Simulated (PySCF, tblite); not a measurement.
**AlH₁₀N₃O₂Si₂, a fragment of a glass network (3-ring): NMR shifts, core binding energies and electronic excitations**

Aim: the NMR shifts, core binding energies and electronic excitations of `[OH][Al-]1([OH])[NH][SiH2]N[SiH2][NH2+]1`. It is drawn as: Si Al Si, H ends, N bridges.

Programs: tblite 0.8.0 and PySCF 2.14.0. All values are calculated, for the isolated system unless a continuum is named. Atoms count from 0, parts from 1.

## (1) Starting point

18 atoms, charge 0, multiplicity 1; geometry: distance geometry start.

## (2) Geometry optimisation with GFN2-xTB

Job settings and geometry (Å):

```
{"job": {"kind": "relax", "xc": "GFN2-xTB", "basis": "xTB"}, "charge": 0, "multiplicity": 1}
O      0.359654     0.631370    -2.966544
Al     0.017570    -0.129921    -1.323719
O      1.522937     0.030050    -0.214927
N     -0.352409    -2.017625    -1.563632
Si    -1.039681    -2.858925    -0.089157
N     -2.363068    -1.848952     0.664192
Si    -1.920208    -0.135666     1.023344
N     -1.484429     0.741951    -0.484871
H      0.408615     1.611581    -3.141718
H      2.418196    -0.191428    -0.476271
H      0.291709    -2.522355    -2.127303
H     -1.548926    -4.131738    -0.491201
H     -0.012566    -3.054542     0.867041
H     -2.957812    -2.330193     1.330247
H     -3.037510     0.515406     1.639882
H     -0.826998    -0.119013     1.921298
H     -2.261888     0.733130    -1.157989
H     -1.251960     1.692821    -0.291917
```

With the program's defaults for keys left out, this is: GFN2-xTB geometry optimisation, gas phase.

Run with:

```
OMP_NUM_THREADS=1 python cluster_run.py task.json out
```

The driver reads the jobs from task.json and runs them one after another.

What it wrote:

```text
step      E/eV     max force
  0    -727.41417    4.009
  1    -728.14189    2.690
  2    -728.54649    1.643
  3    -728.69124    0.853
  4    -728.76715    0.707
  5    -728.80342    0.564
  6    -728.85550    0.777
  7    -728.89496    0.717
  8    -728.93588    0.608
  9    -728.95915    0.387
 10    -728.98128    0.351
 11    -728.99799    0.355
 12    -729.01527    0.463
 13    -729.03430    0.361
 14    -729.05244    0.378
 15    -729.07108    0.329
 16    -729.08820    0.438
 17    -729.10696    0.406
 18    -729.11695    0.320
 19    -729.12861    0.240
 20    -729.13844    0.321
 21    -729.15369    0.363
 22    -729.16675    0.262
 23    -729.17873    0.282
 24    -729.18040    0.706
 25    -729.19465    0.262
 26    -729.20015    0.214
 27    -729.20573    0.136
 28    -729.20852    0.158
 29    -729.21430    0.173
 30    -729.21815    0.168
 31    -729.22090    0.113
 32    -729.22255    0.093
 33    -729.22449    0.127
 34    -729.22678    0.157
 35    -729.22926    0.184
 36    -729.23141    0.144
 37    -729.23300    0.083
 38    -729.23392    0.204
 39    -729.23496    0.076
 40    -729.23596    0.057
 41    -729.23700    0.084
 42    -729.23788    0.086
 43    -729.23860    0.067
 44    -729.23907    0.048
 45    -729.23950    0.051
 46    -729.24005    0.078
 47    -729.24070    0.073
 48    -729.24125    0.049
 49    -729.24164    0.052
 50    -729.24202    0.061
 51    -729.24256    0.084
 52    -729.24324    0.073
 53    -729.24383    0.048
 54    -729.24421    0.051
 55    -729.24454    0.056
 56    -729.24500    0.074
 57    -729.24556    0.057
 58    -729.24601    0.042
 59    -729.24627    0.034
 60    -729.24645    0.049
 61    -729.24667    0.048
 62    -729.24700    0.035
 63    -729.24729    0.030
 64    -729.24749    0.030
 65    -729.24763    0.033
 66    -729.24777    0.025
 67    -729.24791    0.020
 68    -729.24805    0.025
 69    -729.24818    0.025
 70    -729.24831    0.024
 71    -729.24843    0.025
 72    -729.24858    0.026
 73    -729.24875    0.033
 74    -729.24890    0.029
 75    -729.24901    0.024
 76    -729.24908    0.026
 77    -729.24915    0.026
 78    -729.24924    0.023
 79    -729.24936    0.023
 80    -729.24946    0.016
 81    -729.24951    0.015
 82    -729.24955    0.021
 83    -729.24961    0.024
 84    -729.24970    0.024
 85    -729.24981    0.026
 86    -729.24991    0.026
 87    -729.24999    0.030
 88    -729.25009    0.035
 89    -729.25023    0.031
 90    -729.25040    0.031
 91    -729.25056    0.037
 92    -729.25071    0.036
 93    -729.25085    0.035
 94    -729.25100    0.030
 95    -729.25114    0.028
 96    -729.25123    0.024
 97    -729.25130    0.023
 98    -729.25138    0.025
 99    -729.25145    0.022
100    -729.25151    0.018
101    -729.25154    0.009
102    -729.25156    0.013
103    -729.25158    0.015
104    -729.25161    0.016
105    -729.25166    0.017
106    -729.25169    0.012
107    -729.25171    0.013
108    -729.25172    0.010
109    -729.25174    0.012
110    -729.25176    0.011
111    -729.25178    0.010
112    -729.25180    0.011
113    -729.25181    0.011
114    -729.25183    0.010
115    -729.25184    0.008
116    -729.25185    0.007
```

Wall time 2 s (1 thread of Arm Neoverse V2, shared host).

Relaxation path:

| step | energy from step 0 (eV) | largest force (eV/Å) |
| --- | --- | --- |
| 0 | 0.0000 | 4.0093 |
| 4 | -1.3530 | 0.7067 |
| 8 | -1.5217 | 0.6074 |
| 12 | -1.6011 | 0.4633 |
| 16 | -1.6740 | 0.4379 |
| 20 | -1.7243 | 0.3212 |
| 24 | -1.7662 | 0.7059 |
| 28 | -1.7944 | 0.1580 |
| 32 | -1.8084 | 0.0930 |
| 36 | -1.8172 | 0.1437 |
| 40 | -1.8218 | 0.0570 |
| 44 | -1.8249 | 0.0481 |
| 48 | -1.8271 | 0.0489 |
| 52 | -1.8291 | 0.0728 |
| 56 | -1.8308 | 0.0750 |
| 60 | -1.8323 | 0.0485 |
| 64 | -1.8333 | 0.0298 |
| 68 | -1.8339 | 0.0246 |
| 72 | -1.8344 | 0.0270 |
| 76 | -1.8349 | 0.0268 |
| 80 | -1.8353 | 0.0163 |
| 84 | -1.8355 | 0.0243 |
| 88 | -1.8359 | 0.0341 |
| 92 | -1.8365 | 0.0356 |
| 96 | -1.8371 | 0.0235 |
| 100 | -1.8373 | 0.0177 |
| 104 | -1.8374 | 0.0153 |
| 108 | -1.8375 | 0.0106 |
| 112 | -1.8376 | 0.0113 |
| 116 | -1.8377 | 0.0075 |

Distances of close pairs at the start and the end, largest changes first:

| bond | before (Å) | after (Å) | change (Å) |
| --- | --- | --- | --- |
| Al1–O2 | 1.876 | 1.656 | -0.221 |
| O0–Al1 | 1.843 | 1.657 | -0.186 |
| N3–Si4 | 1.831 | 1.696 | -0.135 |
| N5–Si6 | 1.806 | 1.698 | -0.108 |
| Al1–N7 | 1.929 | 2.023 | +0.094 |
| Al1–N3 | 1.939 | 1.857 | -0.082 |
| Si4–H12 | 1.417 | 1.477 | +0.060 |
| Si4–N5 | 1.827 | 1.768 | -0.060 |

## (3) Geometry optimisation at PBE0-D3(BJ)/def2-SVP

Job settings and geometry (Å):

```
{"job": {"xc": "PBE0", "basis": "def2-SVP", "d3": "d3bj", "grid": 2, "kind": "geom", "shake": 0.01}, "charge": 0, "multiplicity": 1}
O      0.973847     1.382878    -2.423969
Al     1.045963     0.630403    -0.968505
O      2.235824     0.993057     0.102746
N      0.510978    -1.127018    -1.039689
Si    -0.252181    -2.119198     0.128684
N     -1.287489    -1.064466     1.120050
Si    -1.019906     0.565143     1.496837
N     -0.561486     1.381938    -0.027489
H      1.030574     1.730595    -3.292530
H      2.995863     0.979402     0.701354
H      0.757731    -1.633988    -1.852785
H     -1.175427    -3.083664    -0.449705
H      0.635551    -2.793411     1.062325
H     -1.897060    -1.577054     1.757314
H     -2.320060     1.153491     1.892496
H      0.034200     0.936300     2.445921
H     -1.293727     1.274273    -0.729876
H     -0.431968     2.376961     0.102735
```

What it wrote:

```text
step   0  E = -1141.20989920  max force = 0.041191
step   1  E = -1141.22284805  max force = 0.012557
step   2  E = -1141.22388932  max force = 0.005895
step   3  E = -1141.22581177  max force = 0.012883
step   4  E = -1141.22692161  max force = 0.016011
step   5  E = -1141.22777226  max force = 0.008751
step   6  E = -1141.22852070  max force = 0.005303
step   7  E = -1141.22865812  max force = 0.004173
step   8  E = -1141.22880299  max force = 0.001416
step   9  E = -1141.22886502  max force = 0.001885
step  10  E = -1141.22902718  max force = 0.003610
step  11  E = -1141.22914020  max force = 0.003267
step  12  E = -1141.22927900  max force = 0.001449
step  13  E = -1141.22937649  max force = 0.001679
step  14  E = -1141.22944922  max force = 0.002311
step  15  E = -1141.22957109  max force = 0.001962
step  16  E = -1141.22960208  max force = 0.003457
step  17  E = -1141.22973723  max force = 0.001474
step  18  E = -1141.22981291  max force = 0.000999
step  19  E = -1141.22993975  max force = 0.001908
step  20  E = -1141.22997951  max force = 0.001297
step  21  E = -1141.23006116  max force = 0.001125
step  22  E = -1141.23010557  max force = 0.001263
step  23  E = -1141.23019326  max force = 0.001834
step  24  E = -1141.23027811  max force = 0.001524
step  25  E = -1141.23037267  max force = 0.002171
step  26  E = -1141.23043208  max force = 0.002215
step  27  E = -1141.23051551  max force = 0.001847
step  28  E = -1141.23056868  max force = 0.001715
step  29  E = -1141.23064395  max force = 0.001604
step  30  E = -1141.23068867  max force = 0.000978
step  31  E = -1141.23072624  max force = 0.000691
step  32  E = -1141.23076128  max force = 0.001389
step  33  E = -1141.23085942  max force = 0.002757
step  34  E = -1141.23096868  max force = 0.003472
step  35  E = -1141.23111681  max force = 0.002075
step  36  E = -1141.23120744  max force = 0.002327
step  37  E = -1141.23126955  max force = 0.002957
step  38  E = -1141.23134462  max force = 0.001309
step  39  E = -1141.23136750  max force = 0.000607
step  40  E = -1141.23138745  max force = 0.000408
step  41  E = -1141.23139789  max force = 0.000284
optimisation converged
```

Wall time 18 min (1 thread of Arm Neoverse V2, shared host); peak memory 0.92 GiB.

Along the way: (not every step is listed)

| step | energy from step 0 (eV) | largest force component (eV/Å) |
| --- | --- | --- |
| 0 | 0.0000 | 2.1181 |
| 1 | -0.3524 | 0.6457 |
| 2 | -0.3807 | 0.3031 |
| 3 | -0.4330 | 0.6625 |
| 4 | -0.4632 | 0.8233 |
| 5 | -0.4864 | 0.4500 |
| 6 | -0.5067 | 0.2727 |
| 7 | -0.5105 | 0.2146 |
| 8 | -0.5144 | 0.0728 |
| 10 | -0.5205 | 0.1856 |
| 12 | -0.5274 | 0.0745 |
| 14 | -0.5320 | 0.1188 |
| 16 | -0.5361 | 0.1778 |
| 18 | -0.5419 | 0.0514 |
| 20 | -0.5464 | 0.0667 |
| 22 | -0.5498 | 0.0649 |
| 24 | -0.5545 | 0.0784 |
| 26 | -0.5587 | 0.1139 |
| 28 | -0.5624 | 0.0882 |
| 30 | -0.5657 | 0.0503 |
| 32 | -0.5677 | 0.0714 |
| 34 | -0.5733 | 0.1785 |
| 36 | -0.5798 | 0.1197 |
| 37 | -0.5815 | 0.1521 |
| 38 | -0.5836 | 0.0673 |
| 39 | -0.5842 | 0.0312 |
| 40 | -0.5847 | 0.0210 |
| 41 | -0.5850 | 0.0146 |

Close pairs (by a distance rule), those that changed most:

| bond | before (Å) | after (Å) | change (Å) |
| --- | --- | --- | --- |
| Al1–O2 | 1.642 | 1.764 | +0.123 |
| O0–Al1 | 1.640 | 1.715 | +0.075 |
| Si6–N7 | 1.789 | 1.845 | +0.056 |
| Si4–H11 | 1.455 | 1.500 | +0.045 |
| Si4–H12 | 1.454 | 1.496 | +0.042 |
| N5–Si6 | 1.694 | 1.721 | +0.027 |
| Al1–N3 | 1.838 | 1.814 | -0.024 |
| N3–H10 | 0.989 | 1.013 | +0.024 |

The end geometry stands in the next job.

| at the end point | value |
| --- | --- |
| point group (found at 0.08 Å tolerance) | C1 |
| rotational constants (GHz, main isotopes) | 1.649, 1.167, 0.828 |
| dipole moment (D) | 1.91 |

## (4) Nuclear shieldings: PBE0/pcSseg-1

Job settings and geometry (Å):

```
{"job": {"kind": "nmr", "xc": "PBE0", "basis": "pcSseg-1"}, "charge": 0, "multiplicity": 1}
O      1.128677     1.282808    -2.598021
Al     0.698102     0.390730    -1.198389
O      1.516832     0.539074     0.357479
N      0.192000    -1.351409    -1.187100
Si     0.060406    -1.947735     0.427691
N     -0.803966    -0.794319     1.454533
Si    -0.769898     0.925420     1.402311
N     -0.735081     1.491694    -0.353095
H      1.778935     1.000199    -3.241090
H      2.248497     0.008482     0.678925
H     -0.250175    -1.884867    -1.926040
H     -0.762113    -3.200616     0.477612
H      1.388057    -2.258713     1.043322
H     -1.659265    -1.159957     1.863794
H     -2.138404     1.338850     1.870310
H      0.194076     1.738173     2.177468
H     -1.652528     1.414510    -0.794103
H     -0.454879     2.472945    -0.429016
```

Method: GIAO PBE0/pcSseg-1 NMR shielding, non-relativistic, gas phase.

What it wrote:

```text
coarse grid: 16432 points
cycle   1  E = -1141.3180890890  dE =  8.113e-01  |g| = 1.227e+00  |ddm| = 3.944e+00
cycle   2  E = -1140.9135939603  dE =  4.045e-01  |g| = 1.882e+00  |ddm| = 2.814e+00
cycle   3  E = -1141.5987878350  dE = -6.852e-01  |g| = 1.181e-01  |ddm| = 2.032e+00
cycle   4  E = -1141.6002181463  dE = -1.430e-03  |g| = 8.029e-02  |ddm| = 1.399e-01
cycle   5  E = -1141.6014708479  dE = -1.253e-03  |g| = 1.090e-02  |ddm| = 6.811e-02
cycle   6  E = -1141.6014917663  dE = -2.092e-05  |g| = 3.923e-03  |ddm| = 1.162e-02
cycle   7  E = -1141.6014947744  dE = -3.008e-06  |g| = 1.034e-03  |ddm| = 3.762e-03
final grid: 144856 points
cycle   8  E = -1141.6559412945  dE = -2.420e-05  |g| = 1.146e-02  |ddm| = 2.295e-02
cycle   9  E = -1141.6559075685  dE =  3.373e-05  |g| = 1.752e-02  |ddm| = 2.074e-02
cycle  10  E = -1141.6559666175  dE = -5.905e-05  |g| = 7.800e-04  |ddm| = 1.255e-02
cycle  11  E = -1141.6559667058  dE = -8.825e-08  |g| = 3.566e-04  |ddm| = 8.615e-04
cycle  12  E = -1141.6559667300  dE = -2.418e-08  |g| = 5.178e-05  |ddm| = 2.882e-04
cycle  13  E = -1141.6559667303  dE = -3.497e-10  |g| = 2.605e-05  |ddm| = 5.885e-05
converged SCF energy = -1141.6559667303

GIAO shielding tensors (ppm)
atom      isotropic    diamagn.    paramagn.     s11        s22        s33       span
  0 O      313.590     388.420     -74.830    287.169    303.191    350.410     63.241
  1 Al     481.829     797.318    -315.489    433.212    473.938    538.337    105.125
  2 O      264.360     391.487    -127.127    234.334    255.372    303.374     69.040
  3 N      228.858     326.101     -97.243    191.221    236.693    258.660     67.439
  4 Si     386.930     879.680    -492.749    339.827    390.291    430.674     90.847
  5 N      217.878     325.713    -107.835    168.813    231.051    253.770     84.957
  6 Si     397.278     878.422    -481.144    336.259    403.123    452.453    116.195
  7 N      222.261     324.499    -102.238    212.484    217.987    236.311     23.827
  8 H       30.246      30.946      -0.700     22.038     23.505     45.196     23.158
  9 H       29.904      34.059      -4.155     22.725     24.538     42.448     19.723
 10 H       30.778      32.571      -1.793     23.838     26.056     42.439     18.601
 11 H       26.544      28.432      -1.889     22.729     24.375     32.527      9.798
 12 H       26.278      29.884      -3.606     23.354     23.701     31.779      8.425
 13 H       30.184      31.046      -0.862     22.708     27.137     40.708     17.999
 14 H       26.410      28.391      -1.981     22.650     24.471     32.108      9.458
 15 H       25.785      28.510      -2.725     22.057     24.093     31.204      9.147
 16 H       30.148      32.259      -2.110     24.885     25.528     40.033     15.148
 17 H       29.817      30.583      -0.766     24.084     25.393     39.973     15.889
```

Run time: 44 s. Hardware: 1 thread of Arm Neoverse V2, shared host; peak memory 1 GiB.

Shifts follow as δ = σ(reference) − σ, with reference shieldings (ppm) from runs at the same level and on the same kind of geometry: 1H TMS 31.27, 29Si TMS 352.0, 15N NH3 265.7, 17O H2O 334.6, 27Al AlH4- 489.3. The references are single molecules in the gas phase, so shifts against H2O, NH3, PH3, H3PO4 or CFCl3 are not on the usual liquid scales and can be off by tens of ppm. Shifts against hydride references such as AlH4− lie on their own scale.

| atoms | environment | σ (ppm) | δ (ppm) |
| --- | --- | --- | --- |
| H15 | hydrogen on a silicon bonded to 2 N, in a 6-membered ring | 25.78 | 5.48 |
| H12 | hydrogen on a silicon bonded to 2 N, in a 6-membered ring | 26.28 | 4.99 |
| H14 | hydrogen on a silicon bonded to 2 N, in a 6-membered ring | 26.41 | 4.86 |
| H11 | hydrogen on a silicon bonded to 2 N, in a 6-membered ring | 26.54 | 4.72 |
| H17 | hydrogen on a donor nitrogen of a Lewis adduct | 29.82 | 1.45 |
| H9 | hydrogen on an oxygen bonded to Al | 29.90 | 1.36 |
| H16 | hydrogen on a donor nitrogen of a Lewis adduct | 30.15 | 1.12 |
| H13 | hydrogen on a nitrogen bonded to 2 Si, in a 6-membered ring | 30.18 | 1.08 |
| H8 | hydrogen on an oxygen bonded to Al | 30.25 | 1.02 |
| H10 | hydrogen on a nitrogen bonded to Al, Si, in a 6-membered ring | 30.78 | 0.49 |
| O2 | oxygen bonded to Al, H | 264.4 | 70.2 |
| O0 | oxygen bonded to Al, H | 313.6 | 21.0 |
| Al1 | aluminium bonded to 2 N, 2 O, in a 6-membered ring | 481.8 | 7.5 |
| N5 | nitrogen bonded to 2 Si, H, in a 6-membered ring | 217.9 | 47.8 |
| N7 | donor nitrogen of a Lewis adduct | 222.3 | 43.4 |
| N3 | nitrogen bonded to Al, Si, H, in a 6-membered ring | 228.9 | 36.8 |
| Si4 | silicon bonded to 2 N, 2 H, in a 6-membered ring | 386.9 | -34.9 |
| Si6 | silicon bonded to 2 N, 2 H, in a 6-membered ring | 397.3 | -45.3 |

Charges from the same density, by scheme (e):

| atoms | Mulliken | IAO | Hirshfeld | ESP fit |
| --- | --- | --- | --- | --- |
| O0 | -0.67 | -0.82 | -0.42 | -0.91 |
| Al1 | 1.19 | 1.19 | 0.51 | 1.16 |
| O2 | -0.70 | -0.84 | -0.34 | -0.85 |
| N3 | -0.90 | -1.00 | -0.41 | -1.09 |
| Si4 | 0.84 | 0.98 | 0.36 | 0.75 |
| N5 | -0.84 | -0.93 | -0.33 | -0.78 |
| Si6 | 0.88 | 0.99 | 0.40 | 0.65 |
| N7 | -0.73 | -0.76 | -0.21 | -0.60 |

Mayer bond orders: O0–Al1 0.98, Al1–O2 0.66, Al1–N3 0.83, N3–Si4 1.04, Si4–N5 0.85, N5–Si6 1.05, Si6–N7 0.71, N7–Al1 0.41.

Ring of atoms Al1, N3, Si4, N5, Si6, N7: NICS(0) -1.9, NICS(1) -5.5, NICS(1)zz -5.1 ppm (means of both faces; NICS(1) differs between them: -1.0 and -10.1). The ring holds saturated atoms, so no π current runs round it: these values come from its σ bonds, any local π bonds and neighbouring rings, and say nothing of aromaticity.

The two faces differ (NICS(1)zz 4.5 and -14.7 ppm, in the same order).

(Part 1 of 2 ends here.)
